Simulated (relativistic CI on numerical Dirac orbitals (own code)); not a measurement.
# V: the cost of one run

The numbers are computed with relativistic CI on numerical Dirac orbitals (own code) version 3 (charge-transfer multiplet model of a cubic metal-ligand cluster with up to 2 ligand holes, Slater and spin-orbit integrals from Dirac-Coulomb-Breit ions, Slater integrals scaled by 0.9), except any that are marked as measured or tabulated.

### Step 1. The system

* ion: V²⁺ (V III)
* nuclear charge: 23
* electrons: 21
* d electrons: 3
* ligand holes at most: 2
* parameters: in eV; Veg, Vt2g hoppings, tenDq and tenDqL metal and ligand splittings (negative tenDq: tetrahedral), red the scaling of hopping with a core hole
* temperature: 20 K
* widths: Lorentz 1.1 eV, Gauss 0.6 eV

### Step 2. Veg = 1.95 eV

Settings, as recorded:

```ini
cluster ion=V2+ d3 ligand_holes=2 slater_scale=0.9
Delta=8 Udd=4.4 Upd=5 tenDq=0.75 tenDqL=1.3 Veg=1.95 Vt2g=-1 red=0.9
spectrum xps 1s T=20 lorentz=1.1 gauss=0.6
```

On the command line:

```sh
$ python run_levels.py task.json out
```

The settings of every run stand in task.json; they run in order.

What time and memory should one allow on 1 thread of Neoverse-V2, shared host?

About 5 s, with a peak of 0.23 GiB.
